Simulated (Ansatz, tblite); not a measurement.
# The cluster Ag₂H₃−: one state, many levels

The task here is to estimate one member of a computed series from the others.

Program: Ansatz 0.2.0, Gaussian basis. Level of theory: as each input shows. These are calculated values, not measurements.

Levels to be run: GFN1-xTB, GFN2-xTB, PBE-D4/def2-TZVPD, r2SCAN-D4/def2-TZVPD, LC-ωPBE/def2-TZVPD, LDA/def2-TZVPD, revPBE-D4/def2-TZVPD, r2SCANh-D4/def2-TZVPD, PBE-QIDH/def2-TZVPD, PBE+5HF/def2-TZVPD, PBE+10HF/def2-TZVPD, PBE+15HF/def2-TZVPD, PBE+35HF/def2-TZVPD, PBE+50HF/def2-TZVPD, PBE-D4/def2-SVPD, PBE0-D4/def2-SVPD, CCSD(T)/def2-TZVPPD, MP2/def2-TZVPD, RPA/def2-TZVPD.

1 further run of the same task is left out (set aside as unsound or not needed). Runs told in other sessions of the task aren't counted.

## The structure

The geometry is that of the singlet, from an earlier relaxation (r2SCAN-D4/def2-TZVPD). At that level it is the lowest of the isomers that a small search found.

5 atoms, charge -1, spin multiplicity 1.

Bond lengths: Ag1–Ag2 2.829 Å, Ag1–H4 1.757 Å, Ag1–H5 1.653 Å, Ag2–H3 1.653 Å, Ag2–H4 1.757 Å. Angles: Ag2–Ag1–H4 36.4°, Ag2–Ag1–H5 150.9°, H4–Ag1–H5 172.7°, Ag1–Ag2–H3 150.9°, Ag1–Ag2–H4 36.4°, H3–Ag2–H4 172.7°, Ag1–H4–Ag2 107.3°.

Ag takes a core potential in the def2 sets. No spin-orbit coupling is included. The ion is computed in the gas phase, without counter-ions or solvent.

PBE0-D4/def2-TZVPD was run before; its log isn't repeated, and its numbers join the tables.

The first run:

Tight binding, by tblite at 300 K electronic temperature and without a spin-polarisation term:

```python
tblite.interface.Calculator('GFN1-xTB', numbers, positions, charge=-1, uhf=0).singlepoint()
```

Tight binding, by tblite at 300 K electronic temperature and without a spin-polarisation term:

```python
tblite.interface.Calculator('GFN2-xTB', numbers, positions, charge=-1, uhf=0).singlepoint()
```

start.molden holds the orbitals of an earlier run on this state, given as this run's starting guess.

Contents of in.yaml:

```yaml
crystal:
  periodic: [false, false, false]
  atoms:
    - {symbol: Ag, position_ang: [-0.596505, -1.247433, -0.319447]}
    - {symbol: Ag, position_ang: [0.402523, 1.292389, 0.426247]}
    - {symbol: H, position_ang: [1.602441, 2.429686, 0.427870]}
    - {symbol: H, position_ang: [-0.991028, 0.229623, 0.545585]}
    - {symbol: H, position_ang: [-0.417431, -2.704265, -1.080255]}
basis:
  gaussian: {orbitals: def2-TZVPD, initial_orbitals: start.molden}
total_charge: -1
hamiltonian: {xc: pbe, dispersion: d4}
scf: {omitted_lower_state_checks: [starts]}
output: {forces: true, orbitals: {seedname: orbitals}}
```

Run with:

```sh
$ ansatz run in.yaml --threads 4 --pin off --events-out ev --progress --plain --max-ram 3916MiB
```

Steps of the session up to this table: PBE-D4/def2-TZVPD; r2SCAN-D4/def2-TZVPD; LC-ωPBE/def2-TZVPD; LDA/def2-TZVPD; revPBE-D4/def2-TZVPD; r2SCANh-D4/def2-TZVPD; PBE-QIDH/def2-TZVPD; PBE+5HF/def2-TZVPD; PBE+10HF/def2-TZVPD; PBE+15HF/def2-TZVPD; PBE+35HF/def2-TZVPD; PBE+50HF/def2-TZVPD; PBE-D4/def2-SVPD; PBE0-D4/def2-SVPD; CCSD(T)/def2-TZVPPD; MP2/def2-TZVPD; RPA/def2-TZVPD.

One table of the session follows, with a row left open; its other results are not shown here.

It belongs to the step «Levels side by side». 

```
                level  HOMO (eV)  LUMO (eV)  gap (eV)
       LDA/def2-TZVPD      -1.26       2.61      3.86
     PBE-D4/def2-SVPD      -1.00       2.78      3.78
    PBE-D4/def2-TZVPD      -1.03       2.80      3.83
 revPBE-D4/def2-TZVPD      -0.95       2.88      3.83
 r2SCAN-D4/def2-TZVPD      -1.20       3.10      4.30
r2SCANh-D4/def2-TZVPD      -1.60       3.28      4.88
    PBE0-D4/def2-SVPD      -2.01       3.33      5.34
   PBE0-D4/def2-TZVPD      -2.04       3.36      5.41
   LC-ωPBE/def2-TZVPD      -4.57       4.88      9.45
   PBE+5HF/def2-TZVPD      -1.23       2.91      4.14
  PBE+10HF/def2-TZVPD          ?          ?         ?
  PBE+15HF/def2-TZVPD      -1.63       3.14      4.77
  PBE+35HF/def2-TZVPD      -2.45       3.59      6.04
  PBE+50HF/def2-TZVPD      -3.08       3.91      7.00
```

Estimate the missing values for PBE+10HF/def2-TZVPD.

The run gave: HOMO (eV): -1.43; LUMO (eV): 3.03; gap (eV): 4.46. In the column «HOMO (eV)» it lies between r2SCANh-D4/def2-TZVPD (-1.60) and LDA/def2-TZVPD (-1.26).
